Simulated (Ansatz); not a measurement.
# TiAl: a line through a two-coordinate scan

One table from this session's results is given with a row withheld; the runs are named, their logs left out.

Computed with Ansatz 0.2.0 (DFT PBE, scalar-relativistic, plane waves, PAW, unless a step's input says otherwise).

31 further runs of the same task are left out: 31 set aside as unsound or not needed.

## The structure to begin with

It takes space group P4/mmm (No. 123, tetragonal). Conventional cell: a = 2.822 Å, b = 2.822 Å, c = 4.077 Å, α = 90.00°, β = 90.00°, γ = 90.00°. Around Ti (site symmetry 4/mmm) lie 4 Ti at 2.82 Å and 8 Al at 2.85 Å. Around Al (site symmetry 4/mmm) lie 4 Al at 2.82 Å and 8 Ti at 2.85 Å.

Structure file:

```
CELL_PARAMETERS angstrom
2.82179 0.00000 0.00000
0.00000 2.82179 0.00000
0.00000 0.00000 4.07666
ATOMIC_POSITIONS crystal
Ti 0.00000 0.00000 0.00000
Al 0.50000 0.50000 0.50000
```

This cell was relaxed beforehand with the same method: volume 16.23 Å³/atom, gap on the mesh none (metal).

## The scan

The energy is mapped over volume and a fixed ferromagnetic moment.

First coordinate, volume per atom: 7 values from 14.28 to 18.18 Å³. Second coordinate, total spin moment of the cell, held fixed: 9 values from 0.000 to 1.000 μB.

Nothing else is relaxed (shape and fractional coordinates fixed). Points are written as (first, second).

Set-up of the first run:

File input.yaml:

```yaml
crystal:
  lattice:
    - [2.7041008866, 0.0, 0.0]
    - [0.0, 2.7041008866, 0.0]
    - [0.0, 0.0, 3.9066423233]
  atoms:
    - { symbol: Ti, position: [0.0, 0.0, 0.0] }
    - { symbol: Al, position: [0.5, 0.5, 0.5] }
basis:
  ecutwfc: 520.0
kpoints:
  mp_grid: { grid: [18, 18, 12] }
hamiltonian:
  xc: pbe
  pseudopotentials: { kind: paw, azcp: { folder: soft_1 } }
scf:
  occupations: { method: gaussian, width: 0.15 }
  lower_state_search: "off"
output:
  forces: true
  stress: true
  eigenvalues: true
```

On the command line:

```
$ ansatz run input.yaml --threads 2 --pin off --max-ram 4096MiB --backend cpu --events-out ev --progress --plain --runs-dir out
```

Steps of the session up to this table: The run at (14.28 Å³, 0.000 μB); Grid point (14.93 Å³, 0.000 μB); Point (15.58 Å³, 0.000 μB); The run at (16.23 Å³, 0.000 μB); The run at (16.88 Å³, 0.000 μB).

One of the session's tables, all rows but one given; the rest of the session is left out.

It belongs to the step «The line in numbers». 

```
volume per atom (Å³)  energy (meV/atom)  pressure (GPa)
               14.28                102            18.6
               14.93                 42            11.2
               15.58                 10             5.1
               16.23                  0             0.0
               16.88                  9            −4.1
               17.53                  ?               ?
               18.18                 68           −10.2
```

**Question.** Estimate the row for volume per atom (Å³) = 17.53.

Worked estimate for «energy (meV/atom)». A straight line through the neighbours (16.88, 9) and (18.18, 68) gives 9 + (68 − 9) × (17.53 − 16.88) / (18.18 − 16.88) = 39; a parabola fitted to 3 rows on both sides gives 32.

As computed: energy (meV/atom): 32; pressure (GPa): −7.5. In «energy (meV/atom)» the line misses by +7 and the parabola by +0.

Energies count from the lowest point of the line. Rows without a step come from runs not printed here or follow by symmetry.

What this shows: Along the line the energy is lowest at 16.23 Å³. A parabola through the lowest point and its two neighbours puts the minimum at 16.256 Å³, with a curvature of about 44 meV/atom per (Å³)². The well is lopsided: two grid steps out, the energy rises by 42 meV/atom towards smaller values and 32 meV/atom towards larger ones. The highest point computed, at 14.28 Å³, lies 102 meV/atom above the lowest.
